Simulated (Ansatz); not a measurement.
# MgB under changes of volume

One of the cells (12.133 Å³/atom); the others are scaled copies at fixed shape and fractional positions:

```
Mg B
1.0
     2.89515    0.00000    0.00000
     0.00000    2.89515    0.00000
     0.00000    0.00000    2.89515
Mg B
1 1
Direct
  0.00000 0.00000 0.00000
  0.50000 0.50000 0.50000
```

The cell was built by a generator and needn't be a form met in nature.

```yaml
Program: Ansatz 0.2.0
Functional: PBE
Potentials_or_basis: PseudoDojo stringent (PBE files)
Cutoff: 1143 eV
Density_cutoff: 4572 eV
k_mesh: 9 × 9 × 9
Occupations: fermi-dirac, width 0.05 eV
Spin: no spin polarisation
```

| volume (Å³/atom) | energy over the lowest point (meV/atom) | pressure (GPa) |
| --- | --- | --- |
| 11.405 | ? | ? |
| 11.648 | 6.45 | 4.0 |
| 11.891 | 1.86 | 2.1 |
| 12.133 | 0.00 | 0.3 |
| 12.376 | 0.63 | -1.3 |
| 12.619 | 3.59 | -2.7 |
| 12.861 | 8.73 | -4.1 |

Q: What does the run at 11.405 Å³/atom give?

A: Energy over the lowest point 14.13 meV/atom; pressure 6.2 GPa.

Worked out: A Birch-Murnaghan fit of order 3 (a polynomial in V^(-2/3)) to the other rows has its minimum at 12.19 Å³/atom with B0 = V·E''(V) = 82 GPa (rough, since the energies scatter). It gives 13.93 meV/atom at 11.405 Å³/atom, against the run's 14.13, and -dE/dV = 5.9 GPa, against 6.2.

Energies are extrapolated to zero smearing.
